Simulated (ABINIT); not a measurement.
LiBe:

```
Be Li
1.0
     2.81115    0.00000    0.00000
     0.00000    2.81115    0.00000
     0.00000    0.00000    2.81115
Be Li
1 1
Direct
  0.50000 0.50000 0.50000
  0.00000 0.00000 0.00000
```

The cell comes from a database or a generator and needn't be the stable form of this composition.

```yaml
Program: ABINIT 10.8.3 (patched build)
Task: single point
Functional: PBE
Potentials_or_basis: JTH PAW PBE v2.0
Cutoff: 517 eV
k_mesh: 9 × 9 × 9
Occupations: fermi-dirac, width 0.05 eV
Spin: no spin polarisation
```

On this cell: pressure -0.1 GPa; largest force zero by symmetry; band gap on the k mesh none (metal or under the smearing width).

The same run follows on a disturbed copy (atoms moved at random, drawn with an rms of 0.05 Å):

```xyz
2
Lattice="2.8112 0.0000 0.0000 0.0000 2.8112 0.0000 0.0000 0.0000 2.8112" Properties=species:S:1:pos:R:3 pbc="T T T"
Be    1.3597    1.4333    1.4815
Li   -0.0025    0.0047   -0.0703
```

What does the disturbed cell give?

The energy (extrapolated to zero smearing) moves by +26.3 meV/atom; pressure 0.5 GPa; largest force 0.677 eV/Å; band gap on the k mesh none (metal or under the smearing width).

Forces in eV/Å, atoms in the order of the input:
```
Be   0.198 -0.107 -0.638
Li  -0.198  0.107  0.638
```

Stress tensor (GPa, compression positive):
```
 0.85 -0.06 -0.35
-0.06  0.93  0.20
-0.35  0.20 -0.30
```
